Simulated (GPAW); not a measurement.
Set up this calculation in GPAW 26.7.0, as an ASE script.

```
Task                : single point
Functional          : LDA
Potentials or basis : the program's PAW data sets (release 1.2.1) made for this functional
Cutoff              : 600 eV
Basis               : pw
k mesh              : 8 × 8 × 3
Occupations         : fermi-dirac, width 0.05 eV
Spin                : no spin polarisation
Maxiter             : 120
Convergence         : default
```

Crystal: Ta3N.

```xyz
4
Lattice="3.0322 0.0000 0.0000 -1.5161 2.6260 0.0000 0.0000 0.0000 7.5241" Properties=species:S:1:pos:R:3 pbc="T T T"
Ta    1.5161    0.8753    6.2155
Ta    0.0000    1.7507    1.3087
Ta    0.0000    0.0000    3.7621
N     0.0000    0.0000    0.0000
```

The cell comes from a database or a generator and needn't be the stable form of this composition.

One way to write it, as run:

run.py

```python
from ase import Atoms
from ase.dft.bandgap import bandgap
from ase.io import write
from ase.units import GPa
from gpaw import GPAW, PW

atoms = Atoms(['Ta', 'Ta', 'Ta', 'N'],
              cell=[[3.0322239879, 0.0, 0.0],
                    [-1.516111994, 2.6259830035, 0.0],
                    [0.0, 0.0, 7.524137]],
              scaled_positions=[[0.6666666667, 0.3333333333, 0.82607],
                                [0.3333333333, 0.6666666667, 0.17393],
                                [0.0, 0.0, 0.5],
                                [0.0, 0.0, 0.0]],
              pbc=True)

calc = GPAW(mode=PW(600),
            xc='LDA',
            kpts={'size': (8, 8, 3), 'gamma': True},
            occupations={'name': 'fermi-dirac', 'width': 0.05},
            nbands=40,
            maxiter=120,
            txt='gpaw.txt')
atoms.calc = calc
energy = atoms.get_potential_energy()
forces = atoms.get_forces()
stress = atoms.get_stress()
calc.write('gs.gpw')
write('result.traj', atoms)
print(f'Energy: {energy:.6f} eV')
print('Forces (eV/A):')
print(forces.round(4))
print('Stress (GPa):', (stress / GPa).round(3))
print('Fermi level:', round(calc.get_fermi_level(), 4), 'eV')
print(f'Gap: {bandgap(calc)[0]:.4f} eV, direct: {bandgap(calc, direct=True)[0]:.4f} eV')
```

Potentials or basis: the program's PAW data sets (release 1.2.1) made for this functional, pw.

Command:

```bash
$ OMP_NUM_THREADS=1 python run.py
```

It gave:

```
Pressure               : -16.3 GPa
Largest force          : 0.599 eV/Å
Band gap on the k mesh : none (metal or under the smearing width)
```

Caveat: the cutoff is short for stress and forces, so pressures can be off by a GPa or more; so large a pressure means that the cell lies far from this level's equilibrium, or that cutoff or potentials fall short.

Wall time 75 s on 1 thread of Arm Neoverse N1 (shared host), peak memory 0.2 GiB.
